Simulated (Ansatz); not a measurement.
**C₉H₂₁FSi: up Jacob's ladder to CCSD(T)**

One table from this session's results is given with a row withheld; the runs are named, their logs left out.

Computed with Ansatz 0.2.0, Gaussian basis. Level: functionals in def2-TZVPP, the program's frozen cores in correlated methods.

Levels to be run: LDA (SPW92), PBE-D4, revPBE-D4, BLYP-D4, r2SCAN-D4, B97M-V, PBE0-D4, B3LYP-D4, r2SCANh-D4, r2SCAN0-D4, HSE06-D4, BHLYP-D4, CAM-B3LYP-D4, LC-ωPBE, ωB97X-V, ωB97M-V, B2PLYP, PBE-QIDH; CCSD(T)/def2-SVP; CCSD(T)/def2-TZVPP; MP2/def2-QZVPP; extrapolation to the limit; RPA on PBE.

## The geometry

An earlier PBE0-D4 in a triple-zeta def2 set relaxation fixed the geometry.

SMILES `CC(C)[Si](F)(C(C)C)C(C)C`, 32 atoms, charge 0, spin multiplicity 1.

Atoms are counted from 1 here; the program's logs count them from 0.

Bond lengths: C1–C2 1.527 Å, C1–H12 1.095 Å, C1–H13 1.094 Å, C1–H14 1.092 Å, C2–C3 1.527 Å, C2–Si4 1.881 Å, C2–H15 1.099 Å, C3–H16 1.094 Å, C3–H17 1.094 Å, C3–H18 1.095 Å, Si4–F5 1.619 Å, Si4–C6 1.882 Å, Si4–C9 1.887 Å, C6–C7 1.528 Å, C6–C8 1.528 Å, C6–H19 1.099 Å, C7–H20 1.093 Å, C7–H21 1.094 Å and more. Angles: C2–C1–H12 110.9°, C2–C1–H13 111.4°, C2–C1–H14 111.9°, H12–C1–H13 107.0°, H12–C1–H14 107.8°, H13–C1–H14 107.7°, C1–C2–C3 111.3°, C1–C2–Si4 111.9°, C1–C2–H15 107.6°, C3–C2–Si4 112.9°, C3–C2–H15 108.1°, Si4–C2–H15 104.7°, C2–C3–H16 112.5°, C2–C3–H17 111.3°, C2–C3–H18 110.9°, H16–C3–H17 107.6°, H16–C3–H18 107.4°, H17–C3–H18 106.9° and more.

Set-up of the first run:

File in.yaml:

```yaml
crystal:
  periodic: [false, false, false]
  atoms:
    - {symbol: C, position_ang: [-2.352125, -0.358693, -1.865817]}
    - {symbol: C, position_ang: [-1.905430, 0.006151, -0.451987]}
    - {symbol: C, position_ang: [-2.332784, -1.058541, 0.555489]}
    - {symbol: Si, position_ang: [-0.065635, 0.390949, -0.376315]}
    - {symbol: F, position_ang: [0.173387, 1.576437, -1.452957]}
    - {symbol: C, position_ang: [0.429934, 1.085744, 1.300903]}
    - {symbol: C, position_ang: [-0.512737, 2.204743, 1.742328]}
    - {symbol: C, position_ang: [1.879898, 1.569197, 1.310282]}
    - {symbol: C, position_ang: [0.988762, -1.075417, -0.921340]}
    - {symbol: C, position_ang: [2.260463, -0.657470, -1.658024]}
    - {symbol: C, position_ang: [1.308523, -2.023000, 0.234709]}
    - {symbol: H, position_ang: [-3.439225, -0.481624, -1.911784]}
    - {symbol: H, position_ang: [-1.908746, -1.304126, -2.193125]}
    - {symbol: H, position_ang: [-2.072105, 0.407945, -2.591816]}
    - {symbol: H, position_ang: [-2.398382, 0.949553, -0.180443]}
    - {symbol: H, position_ang: [-2.041193, -0.806265, 1.578848]}
    - {symbol: H, position_ang: [-1.892038, -2.031016, 0.316428]}
    - {symbol: H, position_ang: [-3.419610, -1.190512, 0.546892]}
    - {symbol: H, position_ang: [0.340401, 0.259341, 2.019359]}
    - {symbol: H, position_ang: [-1.545302, 1.862171, 1.843205]}
    - {symbol: H, position_ang: [-0.506563, 3.031916, 1.026318]}
    - {symbol: H, position_ang: [-0.204729, 2.610879, 2.711421]}
    - {symbol: H, position_ang: [2.587193, 0.763249, 1.102818]}
    - {symbol: H, position_ang: [2.140919, 1.991982, 2.286074]}
    - {symbol: H, position_ang: [2.040298, 2.350005, 0.561621]}
    - {symbol: H, position_ang: [0.361223, -1.623994, -1.637369]}
    - {symbol: H, position_ang: [2.949169, -0.121298, -0.999737]}
    - {symbol: H, position_ang: [2.792259, -1.536859, -2.036215]}
    - {symbol: H, position_ang: [2.044446, -0.003509, -2.504721]}
    - {symbol: H, position_ang: [0.412090, -2.367636, 0.756421]}
    - {symbol: H, position_ang: [1.838677, -2.910181, -0.126554]}
    - {symbol: H, position_ang: [1.952862, -1.542119, 0.976189]}
basis:
  gaussian: {orbitals: def2-TZVPP}
hamiltonian: {xc: lda}
output: {orbitals: {seedname: orbitals}}
```

On the command line:

```console
> ansatz run in.yaml --threads 11 --pin off --events-out ev --progress --plain --max-ram 110592MiB --backend cuda --devices 0, --max-vram 75GiB
```

Steps of the session up to this table: LDA; PBE-D4 (GGA); revPBE-D4 (GGA); BLYP-D4 (GGA); r2SCAN-D4 (meta-GGA); B97M-V (meta-GGA); PBE0-D4 (hybrid); B3LYP-D4 (hybrid); r2SCANh-D4 (hybrid); r2SCAN0-D4 (hybrid); HSE06-D4 (hybrid); BHLYP-D4 (hybrid); CAM-B3LYP-D4 (range-separated); LC-ωPBE (range-separated); ωB97X-V (range-separated); ωB97M-V (range-separated); B2PLYP (double hybrid); PBE-QIDH (double hybrid).

One table of the session follows, with a row left open; its other results are not shown here.

It belongs to the step «Orbital energies across the functionals». 

| functional | HOMO (eV) | LUMO (eV) | gap (eV) |
| --- | --- | --- | --- |
| LDA (SPW92) | -6.31 | -0.18 | 6.14 |
| PBE-D4 | -6.23 | 0.07 | 6.30 |
| revPBE-D4 | -6.18 | 0.22 | 6.40 |
| BLYP-D4 | -6.15 | 0.11 | 6.26 |
| r2SCAN-D4 | -6.47 | 0.64 | 7.12 |
| B97M-V | -6.59 | 0.13 | 6.72 |
| PBE0-D4 | ? | ? | ? |
| B3LYP-D4 | -7.32 | 0.57 | 7.90 |
| r2SCANh-D4 | -6.94 | 0.91 | 7.85 |
| r2SCAN0-D4 | -7.65 | 1.26 | 8.91 |
| HSE06-D4 | -7.09 | 0.51 | 7.60 |
| BHLYP-D4 | -8.72 | 1.52 | 10.24 |
| CAM-B3LYP-D4 | -8.87 | 1.67 | 10.54 |
| LC-ωPBE | -10.14 | 2.97 | 13.11 |
| ωB97X-V | -9.84 | 2.71 | 12.55 |
| ωB97M-V | -9.70 | 2.32 | 12.02 |

**Question.** Estimate the row for PBE0-D4.

As computed: HOMO (eV): -7.49; LUMO (eV): 0.88; gap (eV): 8.37. In the column «HOMO (eV)» it lies between r2SCAN0-D4 (-7.65) and B3LYP-D4 (-7.32).
